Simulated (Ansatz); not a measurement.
# AlCl3H4OSi: the cost of one run

Program: Ansatz 0.2.0. Level of theory: RKS PBE-D4/cc-pVDZ. These are calculated values, not measurements.

## Step 1: The structure to begin with

Bond lengths: Al1–Cl2 2.580 Å, Al1–Cl3 2.230 Å, Al1–Cl4 2.230 Å, Al1–O5 2.080 Å, O5–Si6 1.680 Å, Si6–H7 1.460 Å, Si6–H8 1.460 Å, Si6–H9 1.460 Å. Angles: Cl2–Al1–Cl3 120.0°, Cl2–Al1–Cl4 120.0°, Cl2–Al1–O5 71.6°, Cl3–Al1–Cl4 120.0°, Cl3–Al1–O5 97.0°, Cl4–Al1–O5 101.2°, Al1–O5–Si6 125.0°, O5–Si6–H7 109.5°, O5–Si6–H8 109.5°, O5–Si6–H9 109.5°, H7–Si6–H8 109.4°, H7–Si6–H9 109.4°, H8–Si6–H9 109.4°.

Coordinates:

```xyz
10

Al    0.0000    0.0000    0.0000
Cl    0.0000    0.0000    2.5800
Cl    1.9312    0.0000   -1.1150
Cl   -1.9312    0.0000   -1.1150
O     0.0869   -1.9720    0.6559
Si   -0.6831   -3.2686   -0.0846
H     0.2217   -4.4137   -0.1261
H    -1.8799   -3.6221    0.6732
H    -1.0612   -2.8984   -1.4453
H     0.0622   -1.4098    1.8287
```

## Step 2: A restrained relaxation towards end A

Springs on the bonds that form and break draw the guess towards this end; the thresholds are loose.

Input file input.yaml:

```yaml
crystal:
  periodic: [false, false, false]
  atoms:
    - { symbol: Al, position_ang: [0.0, 0.0, 0.0] }
    - { symbol: Cl, position_ang: [0.0, 0.0, 2.58] }
    - { symbol: Cl, position_ang: [1.9312, 0.0, -1.115] }
    - { symbol: Cl, position_ang: [-1.9312, 0.0, -1.115] }
    - { symbol: O, position_ang: [0.0869, -1.972, 0.6559] }
    - { symbol: Si, position_ang: [-0.6831, -3.2686, -0.0846] }
    - { symbol: H, position_ang: [0.2217, -4.4137, -0.1261] }
    - { symbol: H, position_ang: [-1.8799, -3.6221, 0.6732] }
    - { symbol: H, position_ang: [-1.0612, -2.8984, -1.4453] }
    - { symbol: H, position_ang: [0.0622, -1.4098, 1.8287] }
basis:
  gaussian: { orbitals: cc-pVDZ }
hamiltonian:
  xc: pbe
  dispersion: d4
relax:
  f_tol: 0.15
  max_steps: 25
  restrain:
    - { distance: [0, 4], at: 2.98, k: 30.0 }
    - { distance: [9, 1], at: 2.57, k: 30.0 }
    - { distance: [0, 1], at: 2.23, k: 30.0 }
    - { distance: [9, 4], at: 1.01, k: 30.0 }
```

On the command line:

```console
$ ansatz run input.yaml --threads 4 --pin off --max-ram 5120MiB --backend cpu --events-out ev --progress --plain --runs-dir out
```

Q: Estimate wall time and peak memory on 4 threads of Intel Xeon at 2.60GHz (Ice Lake), shared host.

About 16 s, with a peak of 0.25 GiB.
